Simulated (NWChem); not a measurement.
# CH4FGe (SMILES F[CH2][GeH2]) at 3 levels

Wanted: a comparison of 3 runs (UHF/STO-3G, UHF/3-21G, UB3LYP/6-31G*) of CH4FGe. 

Program for the calculation: NWChem 7.3.0.

### 1 Starting point

The species is CH4FGe (7 atoms), meant as a doublet with charge 0. SMILES: `F[CH2][GeH2]`. The shape comes from GFN2-xTB, which is rough for such elements, and wasn't checked as a minimum. This is one conformer, not always the lowest.

Bond lengths: F1–C2 1.375 Å, C2–Ge3 2.040 Å, C2–H4 1.090 Å, C2–H5 1.090 Å, Ge3–H6 1.556 Å, Ge3–H7 1.556 Å. Angles: F1–C2–Ge3 102.9°, F1–C2–H4 107.6°, F1–C2–H5 107.6°, Ge3–C2–H4 113.7°, Ge3–C2–H5 113.9°, C2–Ge3–H6 101.8°, C2–Ge3–H7 101.9°, H4–C2–H5 110.5°, H6–Ge3–H7 100.3°.

### 2 Energy and forces at UHF/STO-3G (run 1)

Contents of ch4fge.nw:

```
start ch4fge
title "CH4FGe gradient"
memory 2200 mb
charge 0

geometry noautosym nocenter noautoz
   F     -0.811230     0.621290    -1.086880
   C     -0.626870    -0.503360    -0.317000
   Ge     0.946190     0.014080     0.874130
   H     -0.412450    -1.332390    -0.991000
   H     -1.552860    -0.684220     0.229190
   H      0.469250     1.373780     1.460370
   H      1.987960     0.510830    -0.168810
end

basis spherical bse
   * library STO-3G
end

scf
   doublet
   uhf
   thresh 1e-08
   maxiter 80
end

task scf gradient
```

The run is started by

```console
$ nwchem ch4fge.nw > ch4fge.out
```

The log of the run:

```text
[...]
  functions       =    32
[...]
  wavefunction    = UHF
[...]
         Total SCF energy =  -2189.459016581959
      One electron energy =  -3430.526480635138
      Two electron energy =   1062.417663933828
 Nuclear repulsion energy =    178.649800119351
                       Sz =      0.5000
                 Sz(Sz+1) =      0.7500
                      S^2 =      0.7517
[...]
                         UHF ENERGY GRADIENTS
    atom               coordinates                        gradient
                 x          y          z           x          y          z
   1 F      -1.533002   1.174068  -2.053905    0.009238  -0.020025   0.019235
   2 C      -1.184613  -0.951212  -0.599043   -0.034351  -0.009519  -0.027154
   3 Ge      1.788040   0.026607   1.651866    0.012173  -0.053991   0.039691
   4 H      -0.779417  -2.517852  -1.872718    0.000974   0.010353  -0.003152
   5 H      -2.934480  -1.292988   0.433106    0.001789   0.009540  -0.004431
   6 H       0.886754   2.596068   2.759699   -0.012455   0.041766   0.006677
   7 H       3.756700   0.965329  -0.319005    0.022631   0.021877  -0.030866
[...]
```

Wall time 4.2 s (1 thread of Intel Xeon Platinum 8488C (Sapphire Rapids), shared host); peak memory 0.099 GiB.

### 3 Energy and forces at UHF/3-21G (run 2)

Contents of run.py:

```python
from ase import Atoms
from ase.calculators.nwchem import NWChem

system = Atoms('FCGeHHHH', positions=[
    [-0.811230, 0.621290, -1.086880],
    [-0.626870, -0.503360, -0.317000],
    [0.946190, 0.014080, 0.874130],
    [-0.412450, -1.332390, -0.991000],
    [-1.552860, -0.684220, 0.229190],
    [0.469250, 1.373780, 1.460370],
    [1.987960, 0.510830, -0.168810],
])

calc = NWChem(
    label='ch4fge',
    theory='scf',
    memory='2200 mb',
    basis='3-21G',
    basispar='spherical bse',
    scf={'nopen': '1', 'uhf': None, 'thresh': '1e-08', 'maxiter': '80', 'print': 'low'},
)
system.calc = calc

forces = system.get_forces()
print(f"energy = {system.get_potential_energy():.6f} eV")
print("forces (eV/A):")
for s, f in zip(system.symbols, forces):
    print(f"{s:2s} {f[0]:10.5f} {f[1]:10.5f} {f[2]:10.5f}")
```

The run is started by

```console
$ export ASE_NWCHEM_COMMAND="nwchem PREFIX.nwi > PREFIX.nwo"
$ python run.py
```

The log of the run:

```text
energy = -59977.925321 eV
forces (eV/A):
F    -0.21407    1.67487   -1.08871
C     0.47571   -1.59347    1.29604
Ge   -0.89845    0.93953   -1.32525
H    -0.08438    0.05939    0.43488
H     0.40598   -0.20528   -0.07297
H     0.02293   -0.35985    0.52430
H     0.29228   -0.51520    0.23166
```

The calculator wrote ch4fge.nwi:

```
title "ch4fge"

permanent_dir ch4fge

scratch_dir ch4fge

start ch4fge

geometry units angstrom nocenter noautosym noautoz
  F  -8.1123000000000001e-01 6.2129000000000001e-01 -1.0868800000000001e+00
  C  -6.2687000000000004e-01 -5.0336000000000003e-01 -3.1700000000000000e-01
  Ge 9.4618999999999998e-01 1.4080000000000001e-02 8.7412999999999996e-01
  H  -4.1244999999999998e-01 -1.3323900000000000e+00 -9.9099999999999999e-01
  H  -1.5528599999999999e+00 -6.8422000000000005e-01 2.2919000000000000e-01
  H  4.6925000000000000e-01 1.3737800000000000e+00 1.4603699999999999e+00
  H  1.9879599999999999e+00 5.1083000000000001e-01 -1.6880999999999999e-01
end

memory 2200 mb

basis spherical bse noprint
   * library 3-21G
end

scf
  nopen 1
  uhf
  thresh 1e-08
  maxiter 80
  print low
end

task scf gradient
```

ch4fge.nwo:

```text
Northwest Computational Chemistry Package (NWChem) 7.3.0
             --------------------------------------------------------

           Job information
           ---------------

    nwchem branch   = 7.3.0
    use scalapack   = T
    input           = ch4fge.nwi
    prefix          = ch4fge.
    data base       = ch4fge/ch4fge.db
    status          = startup
    nproc           =        1

           Memory information
           ------------------

[... 5 lines left out ...]
    hardfail = no
[... 113 lines left out ...]
       Final UHF  results
[... 3 lines left out ...]
      One electron energy =  -3432.303086530766
[... 1 line left out ...]
 Nuclear repulsion energy =    178.649800119351
[... 22 lines left out ...]
 Task  times  cpu:        4.3s     wall:        4.3s
 Total times  cpu:        4.3s     wall:        4.3s
```

Run time: 5.7 s. Hardware: 1 thread of Intel Xeon Platinum 8488C (Sapphire Rapids), shared host; peak memory 0.097 GiB.

### 4 Energy and forces at UB3LYP/6-31G(d) (Cartesian functions) (run 3)

Contents of run.py:

```python
from ase import Atoms
from ase.calculators.nwchem import NWChem

system = Atoms(['F', 'C', 'Ge', 'H', 'H', 'H', 'H'], positions=[
    [-0.811230, 0.621290, -1.086880],
    [-0.626870, -0.503360, -0.317000],
    [0.946190, 0.014080, 0.874130],
    [-0.412450, -1.332390, -0.991000],
    [-1.552860, -0.684220, 0.229190],
    [0.469250, 1.373780, 1.460370],
    [1.987960, 0.510830, -0.168810],
])

calc = NWChem(
    label='job',
    theory='dft',
    memory='2200 mb',
    basis='6-31G*',
    dft={'xc': 'b3lyp', 'mult': '2', 'grid': 'xfine', 'convergence': 'energy 1e-08', 'iterations': '100', 'mulliken': None},
)
system.calc = calc

forces = system.get_forces()
print("Total energy (eV):", round(system.get_potential_energy(), 6))
print("forces (eV/A):")
for s, f in zip(system.symbols, forces):
    print(f"{s:2s} {f[0]:10.5f} {f[1]:10.5f} {f[2]:10.5f}")
```

The run is started by

```console
$ export ASE_NWCHEM_COMMAND="nwchem PREFIX.nwi > PREFIX.nwo"
$ python run.py
```

The log of the run:

```text
Total energy (eV): -60328.919883
forces (eV/A):
F    -0.05944    0.66674   -0.40855
C     0.09991   -0.28899    0.25361
Ge   -0.44012    0.31398   -0.56775
H     0.12429   -0.26148    0.08973
H    -0.00283   -0.17617    0.24055
H    -0.04376   -0.02227    0.39405
H     0.32195   -0.23191   -0.00170
```

The calculator wrote job.nwi:

```
title "job"

permanent_dir job

scratch_dir job

start job

geometry units angstrom nocenter noautosym noautoz
  F  -8.1123000000000001e-01 6.2129000000000001e-01 -1.0868800000000001e+00
  C  -6.2687000000000004e-01 -5.0336000000000003e-01 -3.1700000000000000e-01
  Ge 9.4618999999999998e-01 1.4080000000000001e-02 8.7412999999999996e-01
  H  -4.1244999999999998e-01 -1.3323900000000000e+00 -9.9099999999999999e-01
  H  -1.5528599999999999e+00 -6.8422000000000005e-01 2.2919000000000000e-01
  H  4.6925000000000000e-01 1.3737800000000000e+00 1.4603699999999999e+00
  H  1.9879599999999999e+00 5.1083000000000001e-01 -1.6880999999999999e-01
end

memory 2200 mb

basis noprint
   * library 6-31G*
end

dft
  xc b3lyp
  mult 2
  grid xfine
  convergence energy 1e-08
  iterations 100
  mulliken
end

task dft gradient
```

job.nwo:

```text
Northwest Computational Chemistry Package (NWChem) 7.3.0
             --------------------------------------------------------

           Job information
           ---------------

    nwchem branch   = 7.3.0
    use scalapack   = T
    input           = job.nwi
    prefix          = job.
    data base       = job/job.db
    status          = startup
    nproc           =        1

           Memory information
           ------------------

[... 5 lines left out ...]
    hardfail = no
[... 126 lines left out ...]
          Convergence on energy requested:  1.00D-08
[... 30 lines left out ...]
          total energy or number of iterations.
[... 93 lines left out ...]
      One electron energy =    -3442.843058692732
[... 1171 lines left out ...]
          Convergence on energy requested:  1.00D-08
[... 30 lines left out ...]
          total energy or number of iterations.
[... 38 lines left out ...]
                 ----------------------------------------
                 |  Time  |  1-e(secs)   |  2-e(secs)   |
                 ----------------------------------------
                 |  CPU   |       0.00   |       5.69   |
                 ----------------------------------------
                 |  WALL  |       0.00   |       5.69   |
                 ----------------------------------------

 Task  times  cpu:       55.2s     wall:       55.2s
 Total times  cpu:       55.2s     wall:       55.2s
```

Run time: 56 s. Hardware: 1 thread of Intel Xeon Platinum 8488C (Sapphire Rapids), shared host; peak memory 0.14 GiB.

### 5 Overview of the runs

```tsv
run	level	Cartesian functions	iteration cap	energy (Eh)	dipole moment (D)	HOMO energy (eV)	LUMO energy (eV)	wall time
1	UHF/STO-3G	no	80	-2189.459017	2.19	-7.19	4.21	4.2 s
2	UHF/3-21G	no	80	-2204.148119	–	–	–	5.7 s
3	UB3LYP/6-31G* (Cartesian functions)	yes	100	-2217.046931	1.65	-6.24	-3.56	56 s
```

### 6 Results

| quantity | value |
| --- | --- |
| run 3: total energy | -2217.04693 Eh |
| run 3: dipole moment | 1.65 D |
| run 3: HOMO energy (highest over α and β) | -6.24 eV |
| run 3: LUMO energy (lowest over α and β) | -3.56 eV |
| run 3: ⟨S²⟩ | 0.751 |
| run 3: largest force on an atom | 0.784 eV/Å |

In words: In run 1 the basis is minimal, so the values are rough. All runs together took 66 s, the longest 56 s.
